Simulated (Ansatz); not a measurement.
# C2H3BCl2: one species, many methods

One table from this session's results is given with a row withheld; the runs are named, their logs left out.

Program: Ansatz 0.2.0, Gaussian basis. Level of theory: functionals in def2-TZVPP, the program's frozen cores in correlated methods. These are calculated values, not measurements.

Levels to be run: LDA (SPW92), PBE-D4, revPBE-D4, BLYP-D4, r2SCAN-D4, B97M-V, PBE0-D4, B3LYP-D4, r2SCANh-D4, r2SCAN0-D4, HSE06-D4, BHLYP-D4, CAM-B3LYP-D4, LC-ωPBE, ωB97X-V, ωB97M-V, B2PLYP, PBE-QIDH; CCSD(T)/def2-SVP; CCSD(T)/def2-TZVPP; MP2/def2-QZVPP; extrapolation to the limit; RPA on PBE.

## The relaxed structure

The geometry comes from an earlier relaxation with PBE0-D4 in a triple-zeta def2 set; it is a stationary point, not always the lowest conformer.

8 atoms, charge 0, spin multiplicity 1.

Atoms are counted from 1 here; the program's logs count them from 0.

Bond lengths: Cl1–C2 1.751 Å, C2–Cl3 1.752 Å, C2–B4 1.534 Å, C2–C5 1.519 Å, B4–C5 1.530 Å, B4–H6 1.181 Å, C5–H7 1.087 Å, C5–H8 1.087 Å. Angles: Cl1–C2–Cl3 114.7°, Cl1–C2–B4 119.1°, Cl1–C2–C5 117.1°, Cl3–C2–B4 118.2°, Cl3–C2–C5 116.7°, B4–C2–C5 60.2°, C2–B4–C5 59.4°, C2–B4–H6 148.3°, C5–B4–H6 152.2°, C2–C5–B4 60.4°, C2–C5–H7 116.5°, C2–C5–H8 116.9°, B4–C5–H7 119.7°, B4–C5–H8 120.4°, H7–C5–H8 113.0°.

The first run:

File in.yaml:

```yaml
crystal:
  periodic: [false, false, false]
  atoms:
    - {symbol: Cl, position_ang: [0.879131, -0.970410, 1.805059]}
    - {symbol: C, position_ang: [-0.215631, -0.402843, 0.561587]}
    - {symbol: Cl, position_ang: [-1.796437, -1.158880, 0.576324]}
    - {symbol: B, position_ang: [-0.112832, 1.050883, 0.083070]}
    - {symbol: C, position_ang: [0.382458, -0.096137, -0.800147]}
    - {symbol: H, position_ang: [-0.304355, 2.196057, 0.298771]}
    - {symbol: H, position_ang: [1.450496, -0.268502, -0.910569]}
    - {symbol: H, position_ang: [-0.190729, -0.407268, -1.669994]}
basis:
  gaussian: {orbitals: def2-TZVPP}
hamiltonian: {xc: lda}
output: {orbitals: {seedname: orbitals}}
```

Run with:

```
> ansatz run in.yaml --threads 2 --pin off --events-out ev --progress --plain --max-ram 4352MiB
```

Steps of the session up to this table: LDA; PBE-D4 (GGA); revPBE-D4 (GGA); BLYP-D4 (GGA); r2SCAN-D4 (meta-GGA); B97M-V (meta-GGA); B3LYP-D4 (hybrid); r2SCANh-D4 (hybrid); r2SCAN0-D4 (hybrid); HSE06-D4 (hybrid); BHLYP-D4 (hybrid); CAM-B3LYP-D4 (range-separated); LC-ωPBE (range-separated); ωB97X-V (range-separated); ωB97M-V (range-separated); B2PLYP (double hybrid); PBE-QIDH (double hybrid).

One of the session's tables, all rows but one given; the rest of the session is left out.

It belongs to the step «Frontier levels by functional». 

```
  functional  HOMO (eV)  LUMO (eV)  gap (eV)
 LDA (SPW92)      -6.25      -3.63      2.63
      PBE-D4      -6.11      -3.33      2.78
   revPBE-D4      -6.06      -3.21      2.84
     BLYP-D4      -5.99      -3.15      2.84
   r2SCAN-D4      -6.36      -3.02      3.33
      B97M-V      -6.45      -3.01      3.44
     PBE0-D4          ?          ?         ?
    B3LYP-D4      -7.18      -2.53      4.65
  r2SCANh-D4      -6.83      -2.68      4.16
  r2SCAN0-D4      -7.55      -2.16      5.39
    HSE06-D4      -6.99      -2.72      4.27
    BHLYP-D4      -8.58      -1.21      7.37
CAM-B3LYP-D4      -8.76      -1.18      7.59
     LC-ωPBE     -10.12       0.02     10.14
     ωB97X-V      -9.75      -0.07      9.68
     ωB97M-V      -9.61      -0.28      9.33
```

**Question.** Estimate the row for PBE0-D4.

**Answer.** HOMO (eV): -7.39; LUMO (eV): -2.34; gap (eV): 5.06. In the column «HOMO (eV)» it lies between r2SCAN0-D4 (-7.55) and B3LYP-D4 (-7.18).
